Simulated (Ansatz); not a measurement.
# C₂H₅NSn: basis-set convergence

One table from this session's results is given with a row withheld; the runs are named, their logs left out.

Computed with Ansatz 0.2.0, Gaussian basis. Level: one geometry, several basis sets.

Plan: PBE0-D4/def2-SVP; ωB97M-V/def2-SVP; PBE0-D4/def2-QZVPP; ωB97M-V/def2-QZVPP; the functionals' def2-TZVPP values are taken from earlier runs.

### The geometry

An earlier PBE0-D4 in a triple-zeta def2 set relaxation fixed the geometry. Sn takes the def2 core potential; no spin-orbit term is included.

9 atoms, charge 0, spin multiplicity 1.

Atoms are counted from 1 here; the program's logs count them from 0.

Bond lengths: C1–Sn2 2.127 Å, C1–H5 1.090 Å, C1–H6 1.089 Å, C1–H7 1.089 Å, Sn2–C3 2.121 Å, Sn2–H8 1.701 Å, Sn2–H9 1.701 Å, C3–N4 1.153 Å. Angles: Sn2–C1–H5 109.9°, Sn2–C1–H6 109.5°, Sn2–C1–H7 109.5°, H5–C1–H6 109.3°, H5–C1–H7 109.3°, H6–C1–H7 109.3°, C1–Sn2–C3 106.0°, C1–Sn2–H8 113.6°, C1–Sn2–H9 113.6°, C3–Sn2–H8 105.5°, C3–Sn2–H9 105.5°, H8–Sn2–H9 111.8°, Sn2–C3–N4 178.5°.

Set-up of the first run:

Input file in.yaml:

```yaml
crystal:
  periodic: [false, false, false]
  atoms:
    - {symbol: C, position_ang: [-0.752148, 0.983188, -0.717621]}
    - {symbol: Sn, position_ang: [-0.211398, -0.638859, 0.546890]}
    - {symbol: C, position_ang: [1.898836, -0.805377, 0.416806]}
    - {symbol: N, position_ang: [3.045983, -0.872275, 0.326594]}
    - {symbol: H, position_ang: [-1.833409, 1.118666, -0.704670]}
    - {symbol: H, position_ang: [-0.270123, 1.894550, -0.365881]}
    - {symbol: H, position_ang: [-0.427001, 0.773712, -1.735984]}
    - {symbol: H, position_ang: [-0.818087, -2.139540, 0.025529]}
    - {symbol: H, position_ang: [-0.544153, -0.360262, 2.191138]}
basis:
  gaussian: {orbitals: def2-SVP}
hamiltonian: {xc: pbe0, dispersion: d4}
output: {orbitals: {seedname: orbitals}}
```

Among the steps run: PBE0-D4 in def2-SVP; ωB97M-V in def2-SVP; PBE0-D4 in def2-QZVPP; ωB97M-V in def2-QZVPP.

One of the session's tables, all rows but one given; the rest of the session is left out.

It belongs to the step «Density functionals: the series». 

| functional | basis | HOMO (eV) | LUMO (eV) |
| --- | --- | --- | --- |
| PBE0-D4 | def2-SVP | -8.96 | -0.13 |
| PBE0-D4 | def2-TZVPP | -9.02 | -0.45 |
| PBE0-D4 | def2-QZVPP | -9.03 | -0.55 |
| ωB97M-V | def2-SVP | -11.12 | 1.66 |
| ωB97M-V | def2-TZVPP | ? | ? |
| ωB97M-V | def2-QZVPP | -11.22 | 0.72 |

**Question.** Estimate the row for ωB97M-V, def2-TZVPP.

The run gave: HOMO (eV): -11.21; LUMO (eV): 1.01. In the column «HOMO (eV)» it lies between ωB97M-V, def2-QZVPP (-11.22) and ωB97M-V, def2-SVP (-11.12).
